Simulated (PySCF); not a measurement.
# C8H18O, 27 atoms: time against threads

Wanted: the time that a CCSD(T) calculation on a Hartree-Fock reference takes for C8H18O, and how the time changes with the share of the machine.

Program: PySCF 2.14.0 (CCSD(T), HF, Gaussian basis). Host: Arm Neoverse N1, 56 cores, 56 hardware threads, 90 GiB; it was booked for these runs alone, one at a time. Each run is timed once from launch to exit, start-up included.

### Step 1. The job

A molecule of 27 atoms and 74 electrons, SMILES CCCCOCCCC, in the basis 6-31g.

### Step 2. Baseline

Input file input.py:

```python
from pyscf import gto, scf, dft, mp, cc
mol = gto.M(basis='6-31g', verbose=4, max_memory=40000, atom='''
C 3.9100 1.4600 0.0800
C 3.7300 0.0000 -0.3100
C 2.4800 -0.6300 0.3000
C 1.1700 -0.0300 -0.2000
O 0.0900 -0.7700 0.3700
C -1.1800 -0.2700 -0.0600
C -2.2600 -1.1200 0.5900
C -3.6800 -0.7500 0.1400
C -4.1000 0.6500 0.5700
H 3.1200 2.0900 -0.3300
H 4.8600 1.8400 -0.3100
H 3.9200 1.5800 1.1700
H 4.6000 -0.5600 0.0200
H 3.6900 -0.0800 -1.4000
H 2.4800 -1.7100 0.0700
H 2.5200 -0.5700 1.3900
H 1.0900 1.0200 0.1100
H 1.1200 -0.0900 -1.2900
H -1.2700 0.7800 0.2500
H -1.2400 -0.3300 -1.1500
H -2.0800 -2.1700 0.3500
H -2.1800 -1.0500 1.6800
H -4.3800 -1.4800 0.5700
H -3.7600 -0.8400 -0.9500
H -3.5100 1.4200 0.0800
H -5.1500 0.8200 0.3000
H -4.0000 0.7700 1.6500
''')
mf = scf.RHF(mol)
mf.kernel()
mycc = cc.CCSD(mf).set_frozen()
mycc.kernel()
mycc.ccsd_t()
```

Started as:

```sh
> OMP_NUM_THREADS=32 OPENBLAS_NUM_THREADS=1 OPENBLAS_CORETYPE=ARMV8 taskset -c 8-63 python input.py
```

The program printed:

```text
#INFO: **** input file is <dir> ****
from pyscf import gto, scf, dft, mp, cc
mol = gto.M(basis='6-31g', verbose=4, max_memory=40000, atom='''
C 3.9100 1.4600 0.0800
C 3.7300 0.0000 -0.3100
C 2.4800 -0.6300 0.3000
C 1.1700 -0.0300 -0.2000
O 0.0900 -0.7700 0.3700
C -1.1800 -0.2700 -0.0600
C -2.2600 -1.1200 0.5900
C -3.6800 -0.7500 0.1400
C -4.1000 0.6500 0.5700
H 3.1200 2.0900 -0.3300
H 4.8600 1.8400 -0.3100
H 3.9200 1.5800 1.1700
H 4.6000 -0.5600 0.0200
H 3.6900 -0.0800 -1.4000
H 2.4800 -1.7100 0.0700
H 2.5200 -0.5700 1.3900
H 1.0900 1.0200 0.1100
H 1.1200 -0.0900 -1.2900
H -1.2700 0.7800 0.2500
H -1.2400 -0.3300 -1.1500
H -2.0800 -2.1700 0.3500
H -2.1800 -1.0500 1.6800
H -4.3800 -1.4800 0.5700
H -3.7600 -0.8400 -0.9500
H -3.5100 1.4200 0.0800
H -5.1500 0.8200 0.3000
H -4.0000 0.7700 1.6500
''')
mf = scf.RHF(mol)
mf.kernel()
mycc = cc.CCSD(mf).set_frozen()
mycc.kernel()
mycc.ccsd_t()
#INFO: ******************** input file end ********************

PySCF version 2.14.0
PySCF path  <dir>

[ENV] PYSCF_TMPDIR <dir>
[CONFIG] conf_file None
[INPUT] verbose = 4
[INPUT] num. atoms = 27
[INPUT] num. electrons = 74
[INPUT] charge = 0
[INPUT] spin (= nelec alpha-beta = 2S) = 0
[INPUT] symmetry False subgroup None
[INPUT] Mole.unit = angstrom
[INPUT] Symbol           X                Y                Z      unit          X                Y                Z       unit  Magmom
[INPUT]  1 C      3.910000000000   1.460000000000   0.080000000000 AA    7.388829147049   2.759000141865   0.151178089965 Bohr   0.0
[INPUT]  2 C      3.730000000000   0.000000000000  -0.310000000000 AA    7.048678444628   0.000000000000  -0.585815098615 Bohr   0.0
[INPUT]  3 C      2.480000000000  -0.630000000000   0.300000000000 AA    4.686520788921  -1.190527458476   0.566917837370 Bohr   0.0
[INPUT]  4 C      1.170000000000  -0.030000000000  -0.200000000000 AA    2.210979565741  -0.056691783737  -0.377945224913 Bohr   0.0
[INPUT]  5 O      0.090000000000  -0.770000000000   0.370000000000 AA    0.170075351211  -1.455089115915   0.699198666089 Bohr   0.0
[INPUT]  6 C     -1.180000000000  -0.270000000000  -0.060000000000 AA   -2.229876826987  -0.510226053633  -0.113383567474 Bohr   0.0
[INPUT]  7 C     -2.260000000000  -1.120000000000   0.590000000000 AA   -4.270781041517  -2.116493259513   1.114938413493 Bohr   0.0
[INPUT]  8 C     -3.680000000000  -0.750000000000   0.140000000000 AA   -6.954192138399  -1.417294593424   0.264561657439 Bohr   0.0
[INPUT]  9 C     -4.100000000000   0.650000000000   0.570000000000 AA   -7.747877110717   1.228321980967   1.077143891002 Bohr   0.0
[INPUT] 10 H      3.120000000000   2.090000000000  -0.330000000000 AA    5.895945508643   3.949527600341  -0.623609621106 Bohr   0.0
[INPUT] 11 H      4.860000000000   1.840000000000  -0.310000000000 AA    9.184068965386   3.477096069200  -0.585815098615 Bohr   0.0
[INPUT] 12 H      3.920000000000   1.580000000000   1.170000000000 AA    7.407726408295   2.985767276813   2.210979565741 Bohr   0.0
[INPUT] 13 H      4.600000000000  -0.560000000000   0.020000000000 AA    8.692740172999  -1.058246629756   0.037794522491 Bohr   0.0
[INPUT] 14 H      3.690000000000  -0.080000000000  -1.400000000000 AA    6.973089399645  -0.151178089965  -2.645616574391 Bohr   0.0
[INPUT] 15 H      2.480000000000  -1.710000000000   0.070000000000 AA    4.686520788921  -3.231431673006   0.132280828720 Bohr   0.0
[INPUT] 16 H      2.520000000000  -0.570000000000   1.390000000000 AA    4.762109833904  -1.077143891002   2.626719313145 Bohr   0.0
[INPUT] 17 H      1.090000000000   1.020000000000   0.110000000000 AA    2.059801475776   1.927520647056   0.207869873702 Bohr   0.0
[INPUT] 18 H      1.120000000000  -0.090000000000  -1.290000000000 AA    2.116493259513  -0.170075351211  -2.437746700689 Bohr   0.0
[INPUT] 19 H     -1.270000000000   0.780000000000   0.250000000000 AA   -2.399952178198   1.473986377161   0.472431531141 Bohr   0.0
[INPUT] 20 H     -1.240000000000  -0.330000000000  -1.150000000000 AA   -2.343260394461  -0.623609621106  -2.173185043250 Bohr   0.0
[INPUT] 21 H     -2.080000000000  -2.170000000000   0.350000000000 AA   -3.930630339095  -4.100705690306   0.661404143598 Bohr   0.0
[INPUT] 22 H     -2.180000000000  -1.050000000000   1.680000000000 AA   -4.119602951552  -1.984212430793   3.174739889269 Bohr   0.0
[INPUT] 23 H     -4.380000000000  -1.480000000000   0.570000000000 AA   -8.277000425595  -2.796794664356   1.077143891002 Bohr   0.0
[INPUT] 24 H     -3.760000000000  -0.840000000000  -0.950000000000 AA   -7.105370228365  -1.587369944635  -1.795239818337 Bohr   0.0
[INPUT] 25 H     -3.510000000000   1.420000000000   0.080000000000 AA   -6.632938697223   2.683411096882   0.151178089965 Bohr   0.0
[INPUT] 26 H     -5.150000000000   0.820000000000   0.300000000000 AA   -9.732089541510   1.549575422143   0.566917837370 Bohr   0.0
[INPUT] 27 H     -4.000000000000   0.770000000000   1.650000000000 AA   -7.558904498260   1.455089115915   3.118048105532 Bohr   0.0

nuclear repulsion = 462.887786283893
number of shells = 81
number of NR pGTOs = 270
number of NR cGTOs = 117
basis = 6-31g
ecp = {}

******** <class 'pyscf.scf.hf.RHF'> ********
method = RHF
initial guess = minao
damping factor = 0
level_shift factor = 0
DIIS = <class 'pyscf.scf.diis.CDIIS'>
diis_start_cycle = 1
[... 13 lines ...]
cycle= 1 E= -388.006300706595  delta_E= 1.75  |g|= 0.575  |ddm|= 4.15
  HOMO = -0.361770268771449  LUMO = 0.204646428883085  gap/eV = 15.41298
cycle= 2 E= -388.09289202921  delta_E= -0.0866  |g|= 0.296  |ddm|= 0.799
  HOMO = -0.420359271102548  LUMO = 0.219535974656258  gap/eV = 17.41244
cycle= 3 E= -388.110245046027  delta_E= -0.0174  |g|= 0.073  |ddm|= 0.306
  HOMO = -0.406926832310459  LUMO = 0.22288972307835  gap/eV = 17.13818
cycle= 4 E= -388.111704757178  delta_E= -0.00146  |g|= 0.0115  |ddm|= 0.0848
  HOMO = -0.411869012355563  LUMO = 0.221959066671266  gap/eV = 17.24734
cycle= 5 E= -388.111748459274  delta_E= -4.37e-05  |g|= 0.0026  |ddm|= 0.0193
  HOMO = -0.41157167750143  LUMO = 0.222066042249279  gap/eV = 17.24216
cycle= 6 E= -388.11175178987  delta_E= -3.33e-06  |g|= 0.000525  |ddm|= 0.00643
  HOMO = -0.411740776560463  LUMO = 0.222068998236792  gap/eV = 17.24684
cycle= 7 E= -388.111751958051  delta_E= -1.68e-07  |g|= 0.000106  |ddm|= 0.00157
  HOMO = -0.411754221577493  LUMO = 0.222070585614821  gap/eV = 17.24725
cycle= 8 E= -388.111751964232  delta_E= -6.18e-09  |g|= 2.66e-05  |ddm|= 0.000267
  HOMO = -0.411756188426949  LUMO = 0.222069943667891  gap/eV = 17.24729
cycle= 9 E= -388.111751964473  delta_E= -2.42e-10  |g|= 4.91e-06  |ddm|= 3.84e-05
  HOMO = -0.411756873336063  LUMO = 0.222070044162898  gap/eV = 17.24731
Extra cycle  E= -388.111751964482  delta_E= -8.64e-12  |g|= 1.91e-06  |ddm|= 1.01e-05
converged SCF energy = -388.111751964482

******** <class 'pyscf.cc.ccsd.CCSD'> ********
CC2 = 0
CCSD nocc = 28, nmo = 108
frozen orbitals 9
max_cycle = 50
direct = 0
conv_tol = 1e-07
conv_tol_normt = 1e-05
diis_space = 6
diis_start_cycle = 0
diis_start_energy_diff = 1e+09
max_memory 40000 MB (current use 334 MB)
Init t2, MP2 energy = -388.963717056085  E_corr(MP2) -0.851965091603064
Init E_corr(CCSD) = -0.851965091604476
cycle = 1  E_corr(CCSD) = -0.91518936553072  dE = -0.0632242739  norm(t1,t2) = 0.0765996
cycle = 2  E_corr(CCSD) = -0.941550186900842  dE = -0.0263608214  norm(t1,t2) = 0.025547
cycle = 3  E_corr(CCSD) = -0.951217789126501  dE = -0.00966760223  norm(t1,t2) = 0.0111672
cycle = 4  E_corr(CCSD) = -0.954131202118272  dE = -0.00291341299  norm(t1,t2) = 0.00346023
cycle = 5  E_corr(CCSD) = -0.95411774875656  dE = 1.34533617e-05  norm(t1,t2) = 0.000847167
cycle = 6  E_corr(CCSD) = -0.954080637130707  dE = 3.71116259e-05  norm(t1,t2) = 0.000215144
cycle = 7  E_corr(CCSD) = -0.954084122047858  dE = -3.48491715e-06  norm(t1,t2) = 7.19082e-05
cycle = 8  E_corr(CCSD) = -0.954087347041466  dE = -3.22499361e-06  norm(t1,t2) = 2.42207e-05
cycle = 9  E_corr(CCSD) = -0.954085742786668  dE = 1.6042548e-06  norm(t1,t2) = 1.00321e-05
cycle = 10  E_corr(CCSD) = -0.954085949191065  dE = -2.06404397e-07  norm(t1,t2) = 3.62464e-06
cycle = 11  E_corr(CCSD) = -0.954086023467426  dE = -7.42763616e-08  norm(t1,t2) = 1.1809e-06
CCSD converged
E(CCSD) = -389.0658379879495  E_corr = -0.9540860234674264
CCSD(T) correction = -0.0221858953497492
```

Wall time 37 s, CPU time 13 min, peak memory 1.5 GiB, 9 SCF iterations in all (32 threads).

Size of the job: 74 electrons, 117 basis functions.

### Step 3. On 2 threads

input.py is that of step 2.

Started as:

```sh
> OMP_NUM_THREADS=2 OPENBLAS_NUM_THREADS=1 OPENBLAS_CORETYPE=ARMV8 taskset -c 8-63 python input.py
```

The program printed:

```text
#INFO: **** input file is <dir> ****
from pyscf import gto, scf, dft, mp, cc
mol = gto.M(basis='6-31g', verbose=4, max_memory=40000, atom='''
C 3.9100 1.4600 0.0800
C 3.7300 0.0000 -0.3100
C 2.4800 -0.6300 0.3000
C 1.1700 -0.0300 -0.2000
O 0.0900 -0.7700 0.3700
C -1.1800 -0.2700 -0.0600
C -2.2600 -1.1200 0.5900
C -3.6800 -0.7500 0.1400
C -4.1000 0.6500 0.5700
H 3.1200 2.0900 -0.3300
H 4.8600 1.8400 -0.3100
H 3.9200 1.5800 1.1700
H 4.6000 -0.5600 0.0200
H 3.6900 -0.0800 -1.4000
H 2.4800 -1.7100 0.0700
H 2.5200 -0.5700 1.3900
H 1.0900 1.0200 0.1100
H 1.1200 -0.0900 -1.2900
H -1.2700 0.7800 0.2500
H -1.2400 -0.3300 -1.1500
H -2.0800 -2.1700 0.3500
H -2.1800 -1.0500 1.6800
H -4.3800 -1.4800 0.5700
H -3.7600 -0.8400 -0.9500
H -3.5100 1.4200 0.0800
H -5.1500 0.8200 0.3000
H -4.0000 0.7700 1.6500
''')
mf = scf.RHF(mol)
mf.kernel()
mycc = cc.CCSD(mf).set_frozen()
mycc.kernel()
mycc.ccsd_t()
#INFO: ******************** input file end ********************

PySCF version 2.14.0
PySCF path  <dir>

[ENV] PYSCF_TMPDIR <dir>
[CONFIG] conf_file None
[INPUT] verbose = 4
[INPUT] num. atoms = 27
[INPUT] num. electrons = 74
[INPUT] charge = 0
[INPUT] spin (= nelec alpha-beta = 2S) = 0
[INPUT] symmetry False subgroup None
[INPUT] Mole.unit = angstrom
[INPUT] Symbol           X                Y                Z      unit          X                Y                Z       unit  Magmom
[INPUT]  1 C      3.910000000000   1.460000000000   0.080000000000 AA    7.388829147049   2.759000141865   0.151178089965 Bohr   0.0
[INPUT]  2 C      3.730000000000   0.000000000000  -0.310000000000 AA    7.048678444628   0.000000000000  -0.585815098615 Bohr   0.0
[INPUT]  3 C      2.480000000000  -0.630000000000   0.300000000000 AA    4.686520788921  -1.190527458476   0.566917837370 Bohr   0.0
[INPUT]  4 C      1.170000000000  -0.030000000000  -0.200000000000 AA    2.210979565741  -0.056691783737  -0.377945224913 Bohr   0.0
[INPUT]  5 O      0.090000000000  -0.770000000000   0.370000000000 AA    0.170075351211  -1.455089115915   0.699198666089 Bohr   0.0
[INPUT]  6 C     -1.180000000000  -0.270000000000  -0.060000000000 AA   -2.229876826987  -0.510226053633  -0.113383567474 Bohr   0.0
[INPUT]  7 C     -2.260000000000  -1.120000000000   0.590000000000 AA   -4.270781041517  -2.116493259513   1.114938413493 Bohr   0.0
[INPUT]  8 C     -3.680000000000  -0.750000000000   0.140000000000 AA   -6.954192138399  -1.417294593424   0.264561657439 Bohr   0.0
[INPUT]  9 C     -4.100000000000   0.650000000000   0.570000000000 AA   -7.747877110717   1.228321980967   1.077143891002 Bohr   0.0
[INPUT] 10 H      3.120000000000   2.090000000000  -0.330000000000 AA    5.895945508643   3.949527600341  -0.623609621106 Bohr   0.0
[INPUT] 11 H      4.860000000000   1.840000000000  -0.310000000000 AA    9.184068965386   3.477096069200  -0.585815098615 Bohr   0.0
[INPUT] 12 H      3.920000000000   1.580000000000   1.170000000000 AA    7.407726408295   2.985767276813   2.210979565741 Bohr   0.0
[INPUT] 13 H      4.600000000000  -0.560000000000   0.020000000000 AA    8.692740172999  -1.058246629756   0.037794522491 Bohr   0.0
[INPUT] 14 H      3.690000000000  -0.080000000000  -1.400000000000 AA    6.973089399645  -0.151178089965  -2.645616574391 Bohr   0.0
[INPUT] 15 H      2.480000000000  -1.710000000000   0.070000000000 AA    4.686520788921  -3.231431673006   0.132280828720 Bohr   0.0
[INPUT] 16 H      2.520000000000  -0.570000000000   1.390000000000 AA    4.762109833904  -1.077143891002   2.626719313145 Bohr   0.0
[INPUT] 17 H      1.090000000000   1.020000000000   0.110000000000 AA    2.059801475776   1.927520647056   0.207869873702 Bohr   0.0
[INPUT] 18 H      1.120000000000  -0.090000000000  -1.290000000000 AA    2.116493259513  -0.170075351211  -2.437746700689 Bohr   0.0
[INPUT] 19 H     -1.270000000000   0.780000000000   0.250000000000 AA   -2.399952178198   1.473986377161   0.472431531141 Bohr   0.0
[INPUT] 20 H     -1.240000000000  -0.330000000000  -1.150000000000 AA   -2.343260394461  -0.623609621106  -2.173185043250 Bohr   0.0
[INPUT] 21 H     -2.080000000000  -2.170000000000   0.350000000000 AA   -3.930630339095  -4.100705690306   0.661404143598 Bohr   0.0
[INPUT] 22 H     -2.180000000000  -1.050000000000   1.680000000000 AA   -4.119602951552  -1.984212430793   3.174739889269 Bohr   0.0
[INPUT] 23 H     -4.380000000000  -1.480000000000   0.570000000000 AA   -8.277000425595  -2.796794664356   1.077143891002 Bohr   0.0
[INPUT] 24 H     -3.760000000000  -0.840000000000  -0.950000000000 AA   -7.105370228365  -1.587369944635  -1.795239818337 Bohr   0.0
[INPUT] 25 H     -3.510000000000   1.420000000000   0.080000000000 AA   -6.632938697223   2.683411096882   0.151178089965 Bohr   0.0
[INPUT] 26 H     -5.150000000000   0.820000000000   0.300000000000 AA   -9.732089541510   1.549575422143   0.566917837370 Bohr   0.0
[INPUT] 27 H     -4.000000000000   0.770000000000   1.650000000000 AA   -7.558904498260   1.455089115915   3.118048105532 Bohr   0.0

nuclear repulsion = 462.887786283893
number of shells = 81
number of NR pGTOs = 270
number of NR cGTOs = 117
basis = 6-31g
ecp = {}

******** <class 'pyscf.scf.hf.RHF'> ********
method = RHF
initial guess = minao
damping factor = 0
level_shift factor = 0
DIIS = <class 'pyscf.scf.diis.CDIIS'>
diis_start_cycle = 1
[... 13 lines ...]
cycle= 1 E= -388.006300706593  delta_E= 1.75  |g|= 0.575  |ddm|= 4.15
  HOMO = -0.361770268771405  LUMO = 0.204646428883075  gap/eV = 15.41298
cycle= 2 E= -388.092892029211  delta_E= -0.0866  |g|= 0.296  |ddm|= 0.799
  HOMO = -0.420359271102567  LUMO = 0.219535974656259  gap/eV = 17.41244
cycle= 3 E= -388.110245046028  delta_E= -0.0174  |g|= 0.073  |ddm|= 0.306
  HOMO = -0.406926832310453  LUMO = 0.222889723078371  gap/eV = 17.13818
cycle= 4 E= -388.111704757178  delta_E= -0.00146  |g|= 0.0115  |ddm|= 0.0848
  HOMO = -0.41186901235558  LUMO = 0.221959066671308  gap/eV = 17.24734
cycle= 5 E= -388.111748459272  delta_E= -4.37e-05  |g|= 0.0026  |ddm|= 0.0193
  HOMO = -0.411571677501421  LUMO = 0.222066042249376  gap/eV = 17.24216
cycle= 6 E= -388.111751789871  delta_E= -3.33e-06  |g|= 0.000525  |ddm|= 0.00643
  HOMO = -0.411740776560455  LUMO = 0.222068998236658  gap/eV = 17.24684
cycle= 7 E= -388.11175195805  delta_E= -1.68e-07  |g|= 0.000106  |ddm|= 0.00157
  HOMO = -0.411754221577485  LUMO = 0.222070585614877  gap/eV = 17.24725
cycle= 8 E= -388.111751964233  delta_E= -6.18e-09  |g|= 2.66e-05  |ddm|= 0.000267
  HOMO = -0.411756188426948  LUMO = 0.222069943667928  gap/eV = 17.24729
cycle= 9 E= -388.111751964471  delta_E= -2.38e-10  |g|= 4.91e-06  |ddm|= 3.84e-05
  HOMO = -0.41175687333607  LUMO = 0.222070044162952  gap/eV = 17.24731
Extra cycle  E= -388.111751964482  delta_E= -1.14e-11  |g|= 1.91e-06  |ddm|= 1.01e-05
converged SCF energy = -388.111751964482

******** <class 'pyscf.cc.ccsd.CCSD'> ********
CC2 = 0
CCSD nocc = 28, nmo = 108
frozen orbitals 9
max_cycle = 50
direct = 0
conv_tol = 1e-07
conv_tol_normt = 1e-05
diis_space = 6
diis_start_cycle = 0
diis_start_energy_diff = 1e+09
max_memory 40000 MB (current use 306 MB)
Init t2, MP2 energy = -388.963717056085  E_corr(MP2) -0.851965091603059
Init E_corr(CCSD) = -0.851965091604437
cycle = 1  E_corr(CCSD) = -0.915189365530721  dE = -0.0632242739  norm(t1,t2) = 0.0765996
cycle = 2  E_corr(CCSD) = -0.941550186900833  dE = -0.0263608214  norm(t1,t2) = 0.025547
cycle = 3  E_corr(CCSD) = -0.951217789126492  dE = -0.00966760223  norm(t1,t2) = 0.0111672
cycle = 4  E_corr(CCSD) = -0.954131202118314  dE = -0.00291341299  norm(t1,t2) = 0.00346023
cycle = 5  E_corr(CCSD) = -0.954117748756589  dE = 1.34533617e-05  norm(t1,t2) = 0.000847167
cycle = 6  E_corr(CCSD) = -0.954080637130687  dE = 3.71116259e-05  norm(t1,t2) = 0.000215144
cycle = 7  E_corr(CCSD) = -0.954084122047904  dE = -3.48491722e-06  norm(t1,t2) = 7.19082e-05
cycle = 8  E_corr(CCSD) = -0.954087347041472  dE = -3.22499357e-06  norm(t1,t2) = 2.42207e-05
cycle = 9  E_corr(CCSD) = -0.954085742786661  dE = 1.60425481e-06  norm(t1,t2) = 1.00321e-05
cycle = 10  E_corr(CCSD) = -0.954085949191034  dE = -2.06404372e-07  norm(t1,t2) = 3.62464e-06
cycle = 11  E_corr(CCSD) = -0.954086023467461  dE = -7.42764278e-08  norm(t1,t2) = 1.1809e-06
CCSD converged
E(CCSD) = -389.0658379879495  E_corr = -0.9540860234674614
CCSD(T) correction = -0.0221858953497483
```

Wall time 6.3 min, CPU time 12 min, peak memory 1.4 GiB, 9 SCF iterations in all (2 threads).

### Step 4. Speed-up with more threads

```csv
threads,wall time,speed-up,efficiency,CPU time
2,6.3 min,1,100 %,12 min
32,37 s,10,64 %,13 min
```

### Step 5. Outcome

| quantity | value |
| --- | --- |
| reference | 37 s on 32 threads |
| fastest over threads | 37 s on 32 |
| speed-up from 2 to 32 threads | 10 (64 % efficient) |

In words: Going from 2 to 32 threads cuts the time by a factor of 10, 64 % of the ideal. The figures hold for this build, input and host.
